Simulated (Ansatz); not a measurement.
**BH₃Br (doublet): wave-function methods side by side at distance Br1–H2 along a hydrogen transfer = 1.469 Å, cc-pVDZ**

How much of the correlation energy of BH₃Br (doublet) does each wave-function method recover here?

Method: cc-pVDZ, core rule «outside noble gas», up to 15 orbitals frozen; program: Ansatz 0.2.0, Gaussian basis.

The runs, in order: UHF; CCSD(T) on ROHF; CCSD(T) on UHF; BCCD(T) on ROHF; CISD; CCSDT(Q) on ROHF; CCSDT(Q) on UHF; CASSCF and MRCISD+Q, 3 electrons in 3 orbitals; CASSCF and NEVPT2, 3 electrons in 3 orbitals.

16 further runs of the same task are left out: 9 for a known fault of the program, 1 for a mislabelled method, 6 that didn't finish.

### 1 What is computed

The geometry derives from fragments relaxed apart (PBE0/def2-TZVP) and kept rigid, so it is no stationary point. A hydrogen atom is moved between rigid fragments. No spin-orbit coupling is included. The filled d shell of Br may be among the frozen orbitals whatever the setting's name suggests; the logs give the count.

5 atoms, charge 0, spin multiplicity 2.

Atoms are counted from 1 here; the program's logs count them from 0.

Bond lengths: Br1–H2 1.469 Å, B3–H4 1.191 Å, B3–H5 1.191 Å. Angles: H4–B3–H5 129.4°.

### 2 UHF

in.yaml reads:

```yaml
crystal:
  periodic: [false, false, false]
  atoms:
    - {symbol: Br, position_ang: [-0.427674, 0.000000, 0.000000]}
    - {symbol: H, position_ang: [1.041326, 0.000000, 0.000000]}
    - {symbol: B, position_ang: [2.502326, 0.000000, 0.000000]}
    - {symbol: H, position_ang: [3.011399, 0.000000, 1.077008]}
    - {symbol: H, position_ang: [3.011399, 0.000000, -1.077008]}
basis:
  gaussian: {orbitals: cc-pVDZ}
magnetization: {spin_polarized: true, initial_magnetization: 1}
hamiltonian: {xc: hf}
output: {orbitals: {seedname: orbitals}}
```

On the command line:

```console
$ ansatz run in.yaml --threads 1 --pin off --events-out ev --progress --plain --max-ram 2393MiB
```

Further steps of the session: CCSD(T) on ROHF; CCSD(T) on UHF; BCCD(T) on ROHF; CISD; CCSDT(Q) on ROHF; CCSDT(Q) on UHF; CASSCF and MRCISD+Q, 3 electrons in 3 orbitals; CASSCF and NEVPT2, 3 electrons in 3 orbitals.

Before running them: what should the planned runs give, taken together? Wanted: UCCSDT(Q) below the RHF energy; RMP2 from UCCSDT(Q); UMP2 from UCCSDT(Q); RCCSD from UCCSDT(Q); RCCSD(T) from UCCSDT(Q); UCCSD(T) from UCCSDT(Q); RCCSDT(Q) from UCCSDT(Q); NEVPT2 pair from UCCSDT(Q); MRCISD+Q pair from UCCSDT(Q).

As calculated:

```
                         quantity                                                                  value
   UCCSDT(Q) below the RHF energy                                                             -6.7966 eV
              RMP2 from UCCSDT(Q)                                                        +24.14 kcal/mol
              UMP2 from UCCSDT(Q)                                                        +25.10 kcal/mol
             RCCSD from UCCSDT(Q)                                                         +3.55 kcal/mol
          RCCSD(T) from UCCSDT(Q)                                                         +0.67 kcal/mol
          UCCSD(T) from UCCSDT(Q)                                                         +0.67 kcal/mol
         RCCSDT(Q) from UCCSDT(Q)                                                         +0.02 kcal/mol
       NEVPT2 pair from UCCSDT(Q)                                                        +24.41 kcal/mol
     MRCISD+Q pair from UCCSDT(Q)                                                         +0.92 kcal/mol
levels within 1 kcal/mol (43 meV)  RCCSD(T), UCCSD(T), BCCD(T), RCCSDT, UCCSDT, RCCSDT(Q), MRCISD+Q pair
                    T1 diagnostic                                                                  0.017
```

What this shows: RCCSD(T) misses by +0.67 kcal/mol, 0.4 % of the correlation energy. Of the multireference levels listed MRCISD+Q pair comes nearest in total energy (+0.92 kcal/mol), which doesn't show that its space is the better one. These misses are within one basis, not against nature; the frozen cores of restricted and unrestricted runs differ, which can shift their rows.
